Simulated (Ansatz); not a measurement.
# C₂H₃ClSSi: up Jacob's ladder to CCSD(T)

Aim: compute C₂H₃ClSSi with functionals from several rungs and with coupled cluster. The yardstick is the atomisation energy at the CCSD(T) limit.

Computed with Ansatz 0.2.0, Gaussian basis. Level: functionals in def2-TZVPP, the program's frozen cores in correlated methods.

Plan: LDA (SPW92), PBE-D4, revPBE-D4, BLYP-D4, r2SCAN-D4, B97M-V, PBE0-D4, B3LYP-D4, r2SCANh-D4, r2SCAN0-D4, HSE06-D4, BHLYP-D4, CAM-B3LYP-D4, LC-ωPBE, ωB97X-V, ωB97M-V, B2PLYP, PBE-QIDH; CCSD(T)/def2-SVP; CCSD(T)/def2-TZVPP; MP2/def2-QZVPP; extrapolation to the limit; RPA on PBE.

### 1 Structure used throughout

All runs share one geometry, relaxed beforehand with PBE0-D4 in a triple-zeta def2 set.

SMILES `C=C1S[SiH]1Cl`, 8 atoms, charge 0, spin multiplicity 1.

Atoms are counted from 1 here; the program's logs count them from 0.

Bond lengths: C1–C2 1.322 Å, C1–H6 1.084 Å, C1–H7 1.085 Å, C2–S3 1.807 Å, C2–Si4 1.796 Å, S3–Si4 2.095 Å, Si4–Cl5 2.033 Å, Si4–H8 1.472 Å. Angles: C2–C1–H6 119.9°, C2–C1–H7 122.4°, H6–C1–H7 117.6°, C1–C2–S3 133.2°, C1–C2–Si4 155.7°, S3–C2–Si4 71.1°, C2–S3–Si4 54.2°, C2–Si4–S3 54.7°, C2–Si4–Cl5 121.1°, C2–Si4–H8 123.2°, S3–Si4–Cl5 120.3°, S3–Si4–H8 119.7°, Cl5–Si4–H8 108.8°.

### 2 LDA

This LDA is Slater exchange with PW92 correlation.

in.yaml

```yaml
crystal:
  periodic: [false, false, false]
  atoms:
    - {symbol: C, position_ang: [1.092327, 0.985985, 0.751075]}
    - {symbol: C, position_ang: [0.396897, 0.009641, 0.193848]}
    - {symbol: S, position_ang: [0.812624, -1.675899, -0.306352]}
    - {symbol: Si, position_ang: [-1.054324, -0.754953, -0.537338]}
    - {symbol: Cl, position_ang: [-1.709475, -0.211426, -2.383215]}
    - {symbol: H, position_ang: [0.618410, 1.939355, 0.955347]}
    - {symbol: H, position_ang: [2.138448, 0.876611, 1.016783]}
    - {symbol: H, position_ang: [-2.202807, -1.226316, 0.254051]}
basis:
  gaussian: {orbitals: def2-TZVPP}
hamiltonian: {xc: lda}
output: {orbitals: {seedname: orbitals}}
```

The run is started by

```sh
$ ansatz run in.yaml --threads 2 --pin off --events-out ev --progress --plain --max-ram 4352MiB
```

Further steps of the session: PBE-D4 (GGA); revPBE-D4 (GGA); BLYP-D4 (GGA); r2SCAN-D4 (meta-GGA); B97M-V (meta-GGA); PBE0-D4 (hybrid); B3LYP-D4 (hybrid); r2SCANh-D4 (hybrid); r2SCAN0-D4 (hybrid); HSE06-D4 (hybrid); BHLYP-D4 (hybrid); CAM-B3LYP-D4 (range-separated); LC-ωPBE (range-separated); ωB97X-V (range-separated); ωB97M-V (range-separated); B2PLYP (double hybrid); PBE-QIDH (double hybrid); CCSD(T) in def2-SVP; CCSD(T) in def2-TZVPP; MP2 in def2-QZVPP; RPA on PBE orbitals.

**Question.** What will the summary of the whole plan be? Wanted: atomisation energy, CCSD(T)/CBS; farthest beyond LDA; mean size of error, GGA; mean size of error, meta-GGA; mean size of error, hybrid; mean size of error, range-separated; mean size of error, double hybrid; gap, smallest and largest; T1 diagnostic.

The runs gave:

| quantity | value |
| --- | --- |
| atomisation energy, CCSD(T)/CBS | 31.154 eV |
| functionals within 0.156 eV (0.5 %) | BLYP-D4, B3LYP-D4, PBE-QIDH |
| farthest beyond LDA | BHLYP-D4 (-1.130 eV) |
| mean size of error, GGA | 0.483 eV |
| mean size of error, meta-GGA | 0.472 eV |
| mean size of error, hybrid | 0.411 eV |
| mean size of error, range-separated | 0.195 eV |
| mean size of error, double hybrid | 0.251 eV |
| gap, smallest and largest | 3.87 eV (LDA (SPW92)), 10.61 eV (LC-ωPBE) |
| T1 diagnostic | 0.0133 |
| triples share of the correlation energy | 4.9 % |

In words: The LDA atomisation energy is off by 5.026 eV (16 %): it overbinds. PBE-D4 is off by +1.083 eV. Double hybrids carry the basis error of their MP2 part in triple zeta, and no dispersion term here, so their miss is partly the set-up's. Taken by rung, range-separated functionals do best (0.195 eV on average) and GGA ones worst beyond LDA (0.483 eV). The gap between the best rungs is small, so their order is not settled. The reference freezes the cores and leaves out relativity and excitations past (T), so misses under about 0.156 eV can't be ranked. Hartree-Fock recovers 71 % of the binding; the rest is correlation. CCSD(T) in def2-SVP is off by -2.257 eV, so the small basis spoils what the method gains. The gap grows from 3.9 to 10.6 eV across the functionals, mostly with the share of exact exchange. The restricted reference is unstable towards a spin-broken one.
